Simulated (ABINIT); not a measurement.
Runs of ABINIT 10.8.3 (patched build) on GeCN2. The structure is trigonal, space group R-3m (No. 166). The conventional cell has a = 3.588 Å, b = 3.588 Å, c = 14.766 Å, α = 90.00°, β = 90.00°, γ = 120.00°. Around Ge (site symmetry -3m) lie 6 N at 2.40 Å. N (site symmetry 3m) is surrounded by 1 C at 1.24 Å. Around C (site symmetry -3m) lie 2 N at 1.24 Å. The cell comes from a database or a generator and needn't be the stable form of this composition.

| task | level | potentials or basis | cell | k mesh | cutoff (eV) | fine-grid cutoff | gap on the mesh (eV) | pressure (GPa) | largest force (eV/Å) |
| --- | --- | --- | --- | --- | --- | --- | --- | --- | --- |
| band structure | PBEsol | JTH PAW PBE v2.0 | as given | 9 × 9 × 9 | 707 | 1306.15 eV | 1.00 | -3.2 | 0.02 |
| band structure | r2SCAN | JTH PAW PBE v2.0 | as given | 6 × 6 × 6 | 844 | 1442.2 eV | 1.09 | 1.1 | 0.73 |
| single point | PBEsol | PseudoDojo NC SR PBEsol v0.4.1 standard | atoms moved at random, drawn with an rms of 0.05 Å | 9 × 9 × 9 | 1143 | - | 1.10 | 4.5 | 5.85 |
| single point | PBEsol | PseudoDojo NC SR PBEsol v0.4.1 standard | as given | 9 × 9 × 9 | 1143 | - | (a) | (b) | 0.19 |

Alike in all rows: no spin polarisation; smearing fermi-dirac 0.05 eV.

Estimate the missing entries.

(a) 1.01; (b) -2.9.

Caveats: the PAW data sets were made with another functional, which shifts forces and pressure a little (some runs); the atomic spheres overlap (some runs); an odd mesh through Γ misses points on the zone boundary, where band edges often lie (some runs).

A k mesh can miss the band edges, and the runs leave out spin-orbit coupling on Ge.
